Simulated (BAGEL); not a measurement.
# BH2SO2 (SMILES OB(O)[S]): UHF/3-21G (density fitting with qzvpp-jkfit)

What is the vertical ionisation energy of BH2SO2 at UHF/3-21G (density fitting with qzvpp-jkfit)? 

The calculation is run with BAGEL 1.2.2.

**1. The system as given**

BH2SO2 has 6 atoms, charge 0, and is taken as a doublet. SMILES: `OB(O)[S]`. The coordinates come from a PBE0-D4/def2-TZVP relaxation. This is one conformer, not always the lowest.

Bond lengths: O1–B2 1.365 Å, B2–O3 1.355 Å, B2–S4 1.820 Å, O1–H5 0.959 Å, O3–H6 0.962 Å. Angles: O1–B2–O3 119.9°, O1–B2–S4 121.8°, O3–B2–S4 118.3°, B2–O1–H5 115.3°, B2–O3–H6 112.1°.

**2. The energy at UHF/3-21G (density fitting with qzvpp-jkfit)**

File input.json:

```json
{ "bagel": [

{
  "title": "molecule",
  "basis": "3-21g",
  "df_basis": "qzvpp-jkfit",
  "angstrom": true,
  "geometry": [
    { "atom": "O", "xyz": [    0.166800,    1.048300,   -0.381600 ] },
    { "atom": "B", "xyz": [   -0.131800,   -0.234300,   -0.021200 ] },
    { "atom": "O", "xyz": [    0.605100,   -0.858600,    0.929400 ] },
    { "atom": "S", "xyz": [   -1.507300,   -1.149900,   -0.785000 ] },
    { "atom": "H", "xyz": [   -0.396500,    1.425800,   -1.059600 ] },
    { "atom": "H", "xyz": [    1.306000,   -0.295400,    1.271800 ] }
  ]
},
{ "title": "uhf", "nopen": 1 },
{ "title": "print", "file": "orbitals.molden", "orbitals": true }

]}
```

Started as:

```console
$ BAGEL_NUM_THREADS=1 BAGEL input.json > input.out
```

The log of the run:

```text
* using 1 threads per process

  ===============================================================
  ===============================================================

  *** Geometry ***

  { "atom" : "O", "xyz" : [      0.315206,      1.981000,     -0.721119 ] },
  { "atom" : "B", "xyz" : [     -0.249066,     -0.442763,     -0.040062 ] },
  { "atom" : "O", "xyz" : [      1.143473,     -1.622519,      1.756311 ] },
  { "atom" : "S", "xyz" : [     -2.848384,     -2.172996,     -1.483435 ] },
  { "atom" : "H", "xyz" : [     -0.749276,      2.694372,     -2.002354 ] },
  { "atom" : "H", "xyz" : [      2.467982,     -0.558225,      2.403354 ] },

  Number of auxiliary basis functions:      393

  Since a DF basis is specified, we compute 2- and 3-index integrals:
    o Being stored without compression. Storage requirement is 0.006 GB

  Number of basis functions:       44
  Number of electrons      :       39

    * METHOD: MOLECULE                             0.10

  *** Open-shell HF ***

  === Nuclear Repulsion ===
   137.8935315826

      * DIIS with orbital gradients will be used.

  === UHF iteration (3-21g) ===
      0       -570.13545129          0.06546287           0.04
      1       -570.24848916          0.03658918           0.04
      2       -570.27547991          0.02116805           0.04
      3       -570.28812344          0.00082230           0.04
      4       -570.28823315          0.00014716           0.04
      5       -570.28824206          0.00005955           0.04
      6       -570.28824486          0.00002998           0.04
      7       -570.28824556          0.00001749           0.04
      8       -570.28824584          0.00001127           0.04
      9       -570.28824595          0.00000391           0.04
     10       -570.28824596          0.00000143           0.04
     11       -570.28824597          0.00000063           0.04
     12       -570.28824597          0.00000022           0.04
     13       -570.28824597          0.00000009           0.04
     14       -570.28824597          0.00000005           0.04
     15       -570.28824597          0.00000003           0.04
     16       -570.28824597          0.00000002           0.04
     17       -570.28824597          0.00000002           0.04
     18       -570.28824597          0.00000002           0.04
     19       -570.28824597          0.00000002           0.04
     20       -570.28824597          0.00000001           0.04
     21       -570.28824597          0.00000001           0.04
     22       -570.28824597          0.00000001           0.04
    * SCF iteration converged.

    * S^2 (UHF) is 0.7527

    * Permanent dipole moment:
           (   -0.378316,    -0.951979,     0.129725) a.u.

    * METHOD: UHF                                  0.95

    * METHOD: PRINT                                0.01

  ===============================================================
```

Run time: 1.2 s. Hardware: 1 thread of Arm Neoverse V1, shared host; peak memory 0.082 GiB.

**3. The singlet cation**

File calc.json:

```json
{ "bagel" : [

{
  "title" : "molecule",
  "basis" : "3-21g",
  "df_basis" : "qzvpp-jkfit",
  "angstrom" : true,
  "geometry" : [
    { "atom" : "O", "xyz" : [       0.166800,       1.048300,      -0.381600 ] },
    { "atom" : "B", "xyz" : [      -0.131800,      -0.234300,      -0.021200 ] },
    { "atom" : "O", "xyz" : [       0.605100,      -0.858600,       0.929400 ] },
    { "atom" : "S", "xyz" : [      -1.507300,      -1.149900,      -0.785000 ] },
    { "atom" : "H", "xyz" : [      -0.396500,       1.425800,      -1.059600 ] },
    { "atom" : "H", "xyz" : [       1.306000,      -0.295400,       1.271800 ] }
  ]
},

{ "title" : "hf", "charge" : 1 },

{ "title" : "print", "file" : "orbitals.molden", "orbitals" : true }

]}
```

Started as:

```console
$ BAGEL_NUM_THREADS=1 BAGEL calc.json > calc.out
```

The log of the run:

```text
* using 1 threads per process

  ===============================================================
  ===============================================================

  *** Geometry ***

  { "atom" : "O", "xyz" : [      0.315206,      1.981000,     -0.721119 ] },
  { "atom" : "B", "xyz" : [     -0.249066,     -0.442763,     -0.040062 ] },
  { "atom" : "O", "xyz" : [      1.143473,     -1.622519,      1.756311 ] },
  { "atom" : "S", "xyz" : [     -2.848384,     -2.172996,     -1.483435 ] },
  { "atom" : "H", "xyz" : [     -0.749276,      2.694372,     -2.002354 ] },
  { "atom" : "H", "xyz" : [      2.467982,     -0.558225,      2.403354 ] },

  Number of auxiliary basis functions:      393

  Since a DF basis is specified, we compute 2- and 3-index integrals:
    o Being stored without compression. Storage requirement is 0.006 GB

  Number of basis functions:       44
  Number of electrons      :       39

    * METHOD: MOLECULE                             0.10

  *** RHF ***

  === Nuclear Repulsion ===
   137.8935315826

      * DIIS with orbital gradients will be used.

  === RHF iteration (3-21g) ===
      0       -569.68141256          0.03474178           0.02
      1       -569.81352600          0.02246879           0.02
      2       -569.87447499          0.00207283           0.02
      3       -569.87570592          0.00081319           0.02
      4       -569.87584271          0.00026538           0.02
      5       -569.87587710          0.00007217           0.02
      6       -569.87588056          0.00002547           0.02
      7       -569.87588103          0.00001464           0.02
      8       -569.87588125          0.00000919           0.02
      9       -569.87588135          0.00000532           0.02
     10       -569.87588140          0.00000233           0.02
     11       -569.87588140          0.00000085           0.02
     12       -569.87588140          0.00000026           0.02
     13       -569.87588140          0.00000013           0.02
     14       -569.87588140          0.00000005           0.02
     15       -569.87588140          0.00000004           0.02
     16       -569.87588140          0.00000003           0.02
     17       -569.87588140          0.00000003           0.02
     18       -569.87588140          0.00000003           0.02
     19       -569.87588140          0.00000002           0.02
     20       -569.87588140          0.00000002           0.02
     21       -569.87588140          0.00000002           0.02
     22       -569.87588140          0.00000002           0.02
     23       -569.87588140          0.00000001           0.02
     24       -569.87588140          0.00000000           0.02
    * SCF iteration converged.

    * Permanent dipole moment:
           (    0.936658,    -0.098476,     0.870549) a.u.

    * METHOD: HF                                   0.53

    * METHOD: PRINT                                0.01

  ===============================================================
```

Run time: 0.76 s. Hardware: 1 thread of Arm Neoverse V1, shared host; peak memory 0.082 GiB.

**4. Outcome**

At UHF/3-21G (density fitting with qzvpp-jkfit):

| quantity | value |
| --- | --- |
| doublet BH2SO2: total energy | -570.28825 Eh |
| doublet BH2SO2: dipole moment | 2.62 D |
| doublet BH2SO2: ⟨S²⟩ | 0.753 |
| singlet cation: total energy | -569.87588 Eh |
| singlet cation: HOMO energy | -19.32 eV |
| singlet cation: LUMO energy | -10.16 eV |
| singlet cation: HOMO–LUMO gap | 9.17 eV |
| vertical ionisation energy (to the singlet cation) | 11.221 eV |

What this shows: The vertical ionisation energy comes to 11.22 eV (1083 kJ/mol). Only the singlet of the ionised species was computed; a triplet could lie lower.
